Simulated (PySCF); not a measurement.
# B2Cl3GeH3: the cost of one run

Programs: PySCF 2.14.0, with density-fitted response routines of our own. Each step states its level of theory. These are calculated values for one molecule in the gas phase, unless marked as measured. Atoms are numbered from 0 throughout.

**1. The molecule as given**

9 atoms, charge 0, multiplicity 1; geometry from: GFN2-xTB. The atoms were then displaced at random by about 0.01 Å, so the start is not that level's minimum.

Bonds of the start (Å): B0–Ge1 2.00, Ge1–Cl2 2.15, Ge1–B3 2.10, B3–Cl4 1.67, B3–Cl5 1.70, B0–H6 1.16, B0–H7 1.16, Ge1–H8 1.54.

**2. Geometry optimisation at PBE0-D3(BJ)/def2-SVP**

Job settings and geometry (Å):

```
{"job": {"xc": "PBE0", "basis": "def2-SVP", "d3": "d3bj", "grid": 1, "shake": 0.01, "kind": "geom"}, "charge": 0, "multiplicity": 1}
B     -1.757610    -0.087460     0.508710
Ge    -0.038690     0.613060    -0.246830
Cl    -0.194150     0.861530    -2.378130
B      1.652730    -0.596420     0.043110
Cl     2.901800    -0.138540     1.047870
Cl     1.672430    -2.117610    -0.719990
H     -2.522100    -0.645760    -0.166810
H     -2.005430     0.074640     1.630720
H      0.348810     2.019390     0.247620
```

Launch:

```console
OMP_NUM_THREADS=1 python probes_run.py task.json out
```

The driver reads the jobs from task.json and runs them one after another.

Q: Estimate the wall time and peak memory of this first job on 1 thread of Arm Neoverse V2, shared host.

About 2.3 min, with a peak of 0.55 GiB.
